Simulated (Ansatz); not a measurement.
# Ti (Titanium): the cost of one run

Program: Ansatz 0.2.0. Level of theory: DFT LDA, scalar-relativistic, plane waves, PAW. These are calculated values, not measurements.

2 further runs of the same task are left out: 2 set aside as unsound or not needed.

## Step 1: Starting point

Symmetry: P6_3/mmc, No. 194, hexagonal system. The conventional cell has a = 2.864 Å, b = 2.864 Å, c = 4.535 Å, α = 90.00°, β = 90.00°, γ = 120.00°. Ti (site symmetry -6m2) has 12 Ti at 2.81 to 2.86 Å as nearest neighbours.

Coordinates:

```cif
data_structure
_symmetry_space_group_name_H-M 'P6_3/mmc'
_symmetry_Int_Tables_number 194
_cell_length_a 2.8640
_cell_length_b 2.8640
_cell_length_c 4.5347
_cell_angle_alpha 90.000
_cell_angle_beta 90.000
_cell_angle_gamma 120.000
_cell_volume 32.21
loop_
_atom_site_label
_atom_site_type_symbol
_atom_site_symmetry_multiplicity
_atom_site_Wyckoff_symbol
_atom_site_fract_x
_atom_site_fract_y
_atom_site_fract_z
_atom_site_occupancy
Ti1 Ti 2 c 0.33333 0.66667 0.25000 1
```

It is the result of an earlier relaxation at this level (volume 16.11 Å³/atom; gap on the mesh: none (metal)).

## Step 2: Cutting the slab

Miller indices refer to the conventional cell of the relaxed bulk, P6_3/mmc (No. 194): a = 2.864 Å, b = 2.864 Å, c = 4.535 Å, α = 90.00°, β = 90.00°, γ = 120.00°.

A (001) slab, 4.5 Å thick as cut, with 17 Å of vacuum, in a 2×2 surface cell; its outer planes are Ti (top) and Ti (bottom).

The slab as cut. Its planes from the bottom up:

```
plane  atoms per cell  height over the lowest (Å)
    1             Ti4                        0.00
    2             Ti4                        2.27
    3             Ti4                        4.53
```

## Step 3: The clean surface, relaxed

input.yaml reads:

```yaml
crystal:
  lattice:
    - [5.7279457226, 0.0, 0.0]
    - [-2.8639728613, 4.9605465073, 0.0]
    - [0.0, 0.0, 21.5347341919]
  atoms:
    - { symbol: Ti, position: [0.1666666667, 0.3333333333, 0.394711164] }
    - { symbol: Ti, position: [0.1666666667, 0.8333333333, 0.394711164] }
    - { symbol: Ti, position: [0.6666666667, 0.3333333333, 0.394711164] }
    - { symbol: Ti, position: [0.6666666667, 0.8333333333, 0.394711164] }
    - { symbol: Ti, position: [0.3333333333, 0.1666666667, 0.5] }
    - { symbol: Ti, position: [0.3333333333, 0.6666666667, 0.5] }
    - { symbol: Ti, position: [0.8333333333, 0.1666666667, 0.5] }
    - { symbol: Ti, position: [0.8333333333, 0.6666666667, 0.5] }
    - { symbol: Ti, position: [0.1666666667, 0.3333333333, 0.605288836] }
    - { symbol: Ti, position: [0.1666666667, 0.8333333333, 0.605288836] }
    - { symbol: Ti, position: [0.6666666667, 0.3333333333, 0.605288836] }
    - { symbol: Ti, position: [0.6666666667, 0.8333333333, 0.605288836] }
basis:
  ecutwfc: 420
kpoints:
  mp_grid: { grid: [6, 6, 1] }
hamiltonian:
  xc: lda
scf:
  occupations: { method: gaussian, width: 0.1 }
output:
  forces: true
  eigenvalues: true
  write_density: true
  write_potential: true
  elf: true
  volumetric_format: npy
relax:
  adjacent_minimum: "off"
  f_tol: 0.03
  max_steps: 70
  constraints: [{ sites: [0, 1, 2, 3] }]
efield:
  axis: 3
  dipole_correction: true
```

Run with:

```
$ ansatz run input.yaml --threads 2 --pin off --max-ram 5120MiB --backend cpu --events-out ev --progress --plain --runs-dir out
```

What time and memory should one allow on 2 threads of Arm Neoverse V2, shared host?

About 51 s, with a peak of 0.95 GiB.
